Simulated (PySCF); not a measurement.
# C3H5Br: the cost of one run

The runs use PySCF 2.14.0, with density-fitted response routines of our own; the level of theory stands in each step. All values are computed, except where a source is named. Atoms are numbered from 0 throughout.

**1. The starting structure**

9 atoms, charge 0, multiplicity 1; geometry from: GFN2-xTB. The atoms were then displaced at random by about 0.01 Å, so the start is not that level's minimum.

Bonds of the start (Å): Br0–C1 1.95, C1–C2 1.51, C2–C3 1.51, C3–C1 1.47, C1–H4 1.07, C2–H5 1.07, C2–H6 1.07, C3–H7 1.09, C3–H8 1.06.

**2. Optimising the geometry at PBE0-D3(BJ)/def2-TZVP**

Job settings and geometry (Å):

```
{"job": {"xc": "PBE0", "basis": "def2-TZVP", "d3": "d3bj", "grid": 2, "shake": 0.01, "kind": "geom"}, "charge": 0, "multiplicity": 1}
Br     2.235540    -0.387970    -0.889650
C      0.736400    -0.025330     0.302240
C     -0.584010    -0.700640     0.045580
C     -0.386820     0.776650    -0.193990
H      1.099830     0.104040     1.303340
H     -1.133240    -1.030310     0.907990
H     -0.634610    -1.350960    -0.803190
H     -0.870210     1.474030     0.488450
H     -0.405090     1.123330    -1.194490
```

On the command line:

```console
> OMP_NUM_THREADS=1 python probes_run.py task.json out
```

This one command runs all jobs of the session in turn.

Q: Estimate the wall time and peak memory of this first job on 1 thread of Intel Xeon 6975P-C, shared host.

About 57 s, with a peak of 0.84 GiB.
